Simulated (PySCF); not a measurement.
# AsS₃⁻: structure of the singlet

The task is one start of a wider search on AsS₃⁻: the singlet, from a trigonal planar start. It is relaxed, tested by its Hessian and followed downhill if it is a saddle.

Method: PBE0, basis As def2-SVPD, S def2-SVPD, no relativity, density fitting; program: PySCF 2.14.0.

## 1. The system as given

4 atoms, charge -1, spin multiplicity 1.

Bond lengths: As1–S2 2.080 Å, As1–S3 2.080 Å, As1–S4 2.080 Å. Angles: S2–As1–S3 120.0°, S2–As1–S4 120.0°, S3–As1–S4 120.0°.

Coordinates in bohr (charge -1 multiplicity 1):
```
As    0.0000    0.0000    0.0000
S     3.9306    0.0000    0.0000
S    -1.9653    3.4040    0.0000
S    -1.9653   -3.4040    0.0000
```

## 2. The SCF at the typed geometry

The steps below are one call of a driver around PySCF. For each, scf.py gives the equivalent set-up of the SCF; relaxations use the driver's own optimiser. After this first run the driver tries any further starts and a stability analysis.

Input file scf.py:

```python
from pyscf import gto, scf, dft
mol = gto.M(atom='''
As     0.000000     0.000000     0.000000
S      2.080000     0.000000     0.000000
S     -1.040000     1.801300     0.000000
S     -1.040000    -1.801300     0.000000''',
    basis={'As': 'def2-SVPD', 'S': 'def2-SVPD'},
    charge=-1, spin=0)
mf = dft.RKS(mol, xc='PBE0')
mf.grids.atom_grid = (50, 194)
aux = {'As': 'def2-universal-JKFIT', 'S': 'def2-universal-JKFIT'}
mf = mf.density_fit(auxbasis=aux)
mf.conv_tol = 1e-08
mf.diis_space = 10
mf.max_cycle = 60
mf.init_guess = 'minao'
mf.verbose = 4
mf.kernel()
```

On the command line:

```console
$ OMP_NUM_THREADS=2 python axn.py task.json out
```

The program printed:

```text
init E= -3428.88128885239
  HOMO = -0.28411196229086  LUMO = -0.142534203710429  gap/eV = 3.85253
cycle= 1 E= -3429.20914584194  delta_E= -0.328  |g|= 0.496  |ddm|=  3.1
  HOMO = -0.0415040296916014  LUMO = 0.0629552435778598  gap/eV = 2.84248
cycle= 2 E= -3429.14025148463  delta_E= 0.0689  |g|= 0.751  |ddm|= 1.86
  HOMO = -0.0699845981091847  LUMO = 0.0757181712511339  gap/eV = 3.96477
cycle= 3 E= -3429.26966644362  delta_E= -0.129  |g|= 0.11  |ddm|=  1.2
  HOMO = -0.0846869016481828  LUMO = 0.0595198098516687  gap/eV = 3.92406
cycle= 4 E= -3429.27393347379  delta_E= -0.00427  |g|= 0.0124  |ddm|= 0.144
  HOMO = -0.0860099266442766  LUMO = 0.0594379140468124  gap/eV = 3.95784
cycle= 5 E= -3429.2739842978  delta_E= -5.08e-05  |g|= 0.00205  |ddm|= 0.022
  HOMO = -0.0859132924692663  LUMO = 0.0594526485637141  gap/eV = 3.95561
cycle= 6 E= -3429.27398530567  delta_E= -1.01e-06  |g|= 0.000612  |ddm|= 0.00417
  HOMO = -0.0859985684692659  LUMO = 0.0594260177279318  gap/eV = 3.95720
cycle= 7 E= -3429.27398541408  delta_E= -1.08e-07  |g|= 3.99e-05  |ddm|= 0.00114
  HOMO = -0.0860060815635832  LUMO = 0.0594147138761478  gap/eV = 3.95710
cycle= 8 E= -3429.27398541472  delta_E= -6.43e-10  |g|= 1.51e-05  |ddm|= 0.00011
  HOMO = -0.0860048465349044  LUMO = 0.0594168703974591  gap/eV = 3.95713
Extra cycle  E= -3429.27398541449  delta_E= 2.35e-10  |g|= 2.82e-05  |ddm|= 6.83e-05
converged SCF energy = -3429.27398541449
```

This step, with its further starts and checks, took 13 s on 2 threads of Arm Neoverse N1, shared host.

The test of internal stability found no lower closed-shell solution.

## 3. Trigonal planar start, singlet: relaxation

The program finds D3h symmetry in the start, which this walk keeps.

Changes to scf.py since step 2:

```diff
@@ -3,4 +3,4 @@
-As     0.000000     0.000000     0.000000
-S      2.080000     0.000000     0.000000
-S     -1.040000     1.801300     0.000000
-S     -1.040000    -1.801300     0.000000''',
+As     0.000000    -0.000000    -0.000000
+S      2.079981     0.000016    -0.000000
+S     -1.040005     1.801308     0.000000
+S     -1.039976    -1.801325    -0.000000''',
@@ -16 +15,0 @@
-mf.init_guess = 'minao'
```

The optimiser's trace:

| step | energy (Eh) | change (kJ/mol) | largest symmetric gradient (Eh/bohr) |
| --- | --- | --- | --- |
| 0 | -3429.273985 | 0.00 | 0.00110 |
| 1 | -3429.273993 | -0.02 | 0.00008 |
| 2 | -3429.273993 | -0.02 | 0.00000 |

The walk took 13 s.

Positions (Å) and forces (eV/Å) along the way:

```
step 0
As   0.000   0.000   0.000   0.000   0.000   0.000
S    2.080   0.000   0.000  -0.055   0.000   0.000
S   -1.040   1.801   0.000   0.028  -0.050   0.000
S   -1.040  -1.801   0.000   0.028   0.050   0.000
step 1
As   0.000   0.000   0.000  -0.001   0.000   0.000
S    2.078   0.000   0.000  -0.002   0.000   0.000
S   -1.039   1.799   0.000   0.002  -0.005   0.000
S   -1.039  -1.799   0.000   0.002   0.005   0.000
step 2
As   0.000   0.000   0.000  -0.001   0.000   0.000
S    2.078   0.000   0.000   0.002   0.000   0.000
S   -1.039   1.799   0.000  -0.001  -0.001   0.000
S   -1.039  -1.799   0.000  -0.001   0.001   0.000
```

After 2 steps and 0.0 kJ/mol it ends at D3h: As–S 2.078 Å (×3); S–As–S 120.0° (×3).

## 4. Hessian and properties

The point is checked on the finer grid, and tightened if its gradient asks for it. The Hessian and the dipole derivatives come from central differences of analytic gradients, with steps of 0.02 bohr.

Changes to scf.py since step 3:

```diff
@@ -3,4 +3,4 @@
-As     0.000000    -0.000000    -0.000000
-S      2.079981     0.000016    -0.000000
-S     -1.040005     1.801308     0.000000
-S     -1.039976    -1.801325    -0.000000''',
+As    -0.000000     0.000000     0.000000
+S      2.077556     0.000016    -0.000000
+S     -1.038792     1.799208     0.000000
+S     -1.038764    -1.799225    -0.000000''',
@@ -10 +10 @@
-mf.grids.atom_grid = (50, 194)
+mf.grids.atom_grid = (75, 302)
@@ -13 +13 @@
-mf.conv_tol = 1e-08
+mf.conv_tol = 1e-10
```

This SCF starts from the last density.

Log of the central SCF (cycles and frontier levels):

```text
init E= -3429.27393024994
  HOMO = -0.0858394457142015  LUMO = 0.0598858536415561  gap/eV = 3.96539
cycle= 1 E= -3429.27393024993  delta_E= 1e-11  |g|= 7.97e-06  |ddm|= 1.6e-05
  HOMO = -0.085839598826015  LUMO = 0.0598847536139244  gap/eV = 3.96536
Extra cycle  E= -3429.27393024987  delta_E= 5.64e-11  |g|= 1.54e-05  |ddm|= 3.13e-05
converged SCF energy = -3429.27393024987
```

The whole step took 48 s.

Geometry: D3h; As–S 2.078 Å (×3); S–As–S 120.0° (×3).

Modes, for the most abundant isotopes:

```csv
symmetry,ω (cm⁻¹),IR (km/mol),type
a2'',173,3.8,bend
e',182,7.7,bend
a1',446,0.0,stretch
e',531,287,stretch
```

All wavenumbers are real: a minimum.

Properties at this point:

```yaml
Dipole_moment_about_the_centre_of_mass: 0.00 D
Highest_occupied_level: -2.34 eV
Lowest_empty_level: 1.63 eV
Rotational_constants: 0.08144, 0.08144, 0.04072 cm⁻¹
Zero-point_energy: 12.2 kJ/mol
Principal_polarisabilities: 75.3, 138.1, 138.1 bohr³
Principal_traceless_quadrupole_moments_about_the_centre_of_mass: -6.73, -6.73, 13.45 D Å
Entropy_at_298.15_K_and_1_bar: 313.6 J/(mol K)
Heat_capacity_Cp_at_298.15_K: 72.3 J/(mol K)
Enthalpy_at_298.15_K_above_0_K: 16.36 kJ/mol
Rotational_symmetry_number: 6
```

Populations by atom (charges in e):

```csv
atom,Mulliken,Löwdin,polar tensor,Mayer order to As1
As1,0.96,-0.24,1.24,–
"S2,3,4",-0.65,-0.25,-0.75,1.43
```

Outer orbital energies (eV). occupied: -6.25, -6.25, -5.37, -3.23, -3.23, -3.01, -3.01, -2.34; empty: 1.63, 2.31, 4.27, 4.27.

Mulliken populations on As1: s 7.28, p 14.42, d 10.34.

## 5. Fields at the lowest minimum

The plane holds As1 at (0.00, 0.00), S2 at (2.08, 0.00), S3 at (-1.04, 1.80), S4 at (-1.04, -1.80) Å. Columns run from x = -3.15 to 4.35 Å, rows from y = 4.05 (top) to -3.75 Å, in steps of 0.3 Å.

Density (cut at 5 e/Å³):

Ten steps from '0' (0.000 e/Å³) to '9' (5.000 e/Å³), finer at the low end (step k begins (100^(k/10) - 1)/99 of the way up):
```
00000000000000000000000000
00000000000000000000000000
00000011110000000000000000
00001122221100000000000000
00012344432210000000000000
00123456654210000000000000
00134678765321000000000000
01235799975421000000000000
01235799975421111111100000
01235678765432222332210000
00124566665543334444321000
00112345666654456665421000
00011234679975567886532000
00001234699996668997642100
00001234699996668997642100
00011234679975567886532000
00112345666654456665421000
00124566665543334444321000
01235678765432222332210000
01235799975421111111100000
01235799975421000000000000
00134678765321000000000000
00123456654210000000000000
00012344432210000000000000
00001122221100000000000000
00000011110000000000000000
00000000000000000000000000
```

ELF (0 where the density is under 0.005 e/Å³):

Ten even steps from '0' (0.00) to '9' (0.93):
```
00000000100000000000000000
00000112344300000000000000
00001235566540000000000000
00123467888763000000000000
01345789999874000000000000
13568888999873000000000000
35689811199862000122200000
46899457639851001466530000
57899557728630015787753000
47899911067521137898864200
36789986787533368999975200
13567777752234578899985310
00123345415514773005985310
00000124155552860990885210
00000124155552860990885210
00123345415514773005985310
13567777752234578899985310
36789986787533368999975200
47899911067521137898864200
57899557728630015787753000
46899457639851001466530000
35689811199862000122200000
13568888999873000000000000
01345789999874000000000000
00123467888763000000000000
00001235566540000000000000
00000112344300000000000000
```

Highest occupied orbital at -2.34 eV (sign arbitrary; one member if degenerate):

Ten even steps from '0' (-0.45 Å^-3/2) to '9' (0.45 Å^-3/2):
```
55544444444444444445555555
55554444444444444455555555
55554444444444444455555555
55555444333444444555555555
55555543333344445555555555
55555543222334445555555555
55566653101334455555555555
55667858401234455555555555
55668960412344555665555555
55667986433344556666655555
55667887544445567777655555
55566666554455678987665555
55555555554455568887655555
55555555555555556026555555
44444444444444443973444444
44444444445544431112344444
44433333445544321012334444
44332112455554432222344444
44332013566655443333344444
44331039587655444334444444
44332141598765544444444444
44433346898665544444444444
44444456777665554444444444
44444456666655554444444444
44444555666555555444444444
44445555555555555544444444
44445555555555555544444444
```

Along As1–S2 (2.078 Å) the density is least, 0.92 e/Å³, about 0.93 Å from As1; ELF there is 0.63.

Values on the line from As1 (at 0) through S2 (at 2.078 Å):

| distance (Å) | density (e/Å³) | ELF | electrostatic potential (V) |
| --- | --- | --- | --- |
| -0.73 | 1.01 | 0.158 | 32.3 |
| -0.52 | 5.11 | 0.394 | 79.1 |
| -0.31 | 44.5 | 0.776 | 273 |
| -0.10 | 556 | 0.71 | 2.28e+03 |
| 0.21 | 96.3 | 0.486 | 677 |
| 0.42 | 15.2 | 0.661 | 136 |
| 0.62 | 2.06 | 0.158 | 49.8 |
| 0.83 | 0.991 | 0.4 | 22.2 |
| 1.04 | 0.927 | 0.752 | 13.6 |
| 1.25 | 1.06 | 0.763 | 18.7 |
| 1.45 | 1.23 | 0.251 | 42.6 |
| 1.66 | 3.54 | 0.172 | 109 |
| 1.87 | 58.8 | 0.856 | 396 |
| 2.18 | 176 | 0.284 | 1.25e+03 |
| 2.39 | 14.5 | 0.733 | 187 |
| 2.60 | 1.55 | 0.0931 | 65.4 |
| 2.80 | 0.905 | 0.664 | 24.8 |
| 3.01 | 0.499 | 0.818 | 8.26 |
| 3.22 | 0.236 | 0.744 | 1.33 |

Making the fields took 2 s.

## 6. Results

```
                            quantity                                      value
                             minimum                               singlet, D3h
                            geometry      As–S 2.078 Å (×3); S–As–S 120.0° (×3)
                  wavenumbers (cm⁻¹)  173 (a2''), 182 (e'), 446 (a1'), 531 (e')
      dipole moment (centre of mass)                                     0.00 D
highest occupied, lowest empty level                             -2.34, 1.63 eV
          polar-tensor charge of As1                                    +1.24 e
                   zero-point energy                                12.2 kJ/mol
                 entropy at 298.15 K                            313.6 J/(mol K)
```

**Reading.** The trigonal planar start keeps its D3h symmetry and ends in a minimum. In the infrared the band at 531 cm⁻¹ (e', stretch) leads. Other starts or spin states, not run here, may lie lower.

The search up to here took 74 s on 2 threads of Arm Neoverse N1, shared host.
